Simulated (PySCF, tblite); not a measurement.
**C4H11PSi: geometry, infrared bands and NMR shifts**

Aim: predict the infrared bands and NMR shifts of C4H11PSi (`CC[C@@H]1CP1[SiH3]`).

The runs use tblite 0.8.0 and PySCF 2.14.0, with density-fitted response routines of our own; the level of theory stands in each step. All values are computed, except where a source is named. Atoms count from 0, in the outputs and in this text.

## 1. The starting structure

17 atoms, charge 0, multiplicity 1; geometry from: force field or distance geometry start.

Bonds of the start (Å): C0–C1 1.48, C1–C2 1.50, C2–C3 1.49, C3–P4 1.84, P4–Si5 2.18, P4–C2 1.83, C0–H6 1.12, C0–H7 1.13, C0–H8 1.09, C1–H9 1.11, C1–H10 1.12, C2–H11 1.14, C3–H12 1.11, C3–H13 1.12, Si5–H14 1.48, Si5–H15 1.46, Si5–H16 1.49.

## 2. Optimising the geometry with GFN2-xTB

Job settings and geometry (Å):

```
{"job": {"kind": "relax", "xc": "GFN2-xTB", "basis": "xTB"}, "charge": 0, "multiplicity": 1}
C     -2.023100     0.979100    -0.589600
C     -1.177000     0.246700     0.385900
C     -0.522300    -0.907000    -0.307000
C      0.369100    -1.742100     0.542700
P      1.231900    -0.848700    -0.819100
Si     2.620000     0.658400    -0.084000
H     -2.310000     1.984700    -0.196600
H     -3.000400     0.435000    -0.721900
H     -1.499900     1.007600    -1.541900
H     -0.421500     0.908300     0.857300
H     -1.841100    -0.134000     1.201300
H     -1.220800    -1.508000    -0.976800
H      0.353200    -2.839700     0.405400
H      0.540400    -1.353100     1.579700
H      2.129400     1.366700     1.117000
H      2.809300     1.671000    -1.117300
H      3.955800     0.087200     0.254900
```

Started as:

```console
OMP_NUM_THREADS=1 python probes_run.py task.json out
```

The driver reads the jobs from task.json and runs them one after another.

**Question.** This job is followed by: GFN2-xTB harmonic vibrations, gas phase; GIAO PBE0/pcSseg-1 NMR shielding, non-relativistic, gas phase. Predict these results of the whole session: strongest single infrared mode (GFN2-xTB); zero-point energy (GFN2-xTB); 13C shifts against TMS (PBE0/pcSseg-1); 1H shifts against TMS (PBE0/pcSseg-1, means over atoms taken as alike); 31P shifts against H3PO4 (PBE0/pcSseg-1); 29Si shifts against TMS (PBE0/pcSseg-1).

The runs gave:

| quantity | value |
| --- | --- |
| strongest single infrared mode (GFN2-xTB) | 762 cm⁻¹, 565 km/mol |
| zero-point energy (GFN2-xTB) | 84.2 kcal/mol |
| 13C shifts against TMS (PBE0/pcSseg-1) | 33.0, 27.2, 20.8, 17.7 ppm |
| 1H shifts against TMS (PBE0/pcSseg-1, means over atoms taken as alike) | 3.74, 2.54, 1.66, 1.46, 1.24, 1.06, 0.56 ppm |
| 31P shifts against H3PO4 (PBE0/pcSseg-1) | -316.1 ppm |
| 29Si shifts against TMS (PBE0/pcSseg-1) | -73.8 ppm |

In words: The optimisation took 138 steps and gained 0.614 eV; among the close pairs (by a distance rule), P4–Si5 changed most, from 2.177 to 2.244 Å. All 45 modes are real, so the xTB geometry is a minimum. The strongest single mode, at 762 cm⁻¹, is spread over several atoms, H14, H15, H16 among them. GFN2-xTB is a fitted tight-binding method: band positions and strengths are rough. Its intensities can rank the bands wrongly. At PBE0/pcSseg-1: The largest span, 561 ppm, is at P4, where the paramagnetic term is -333 ppm.
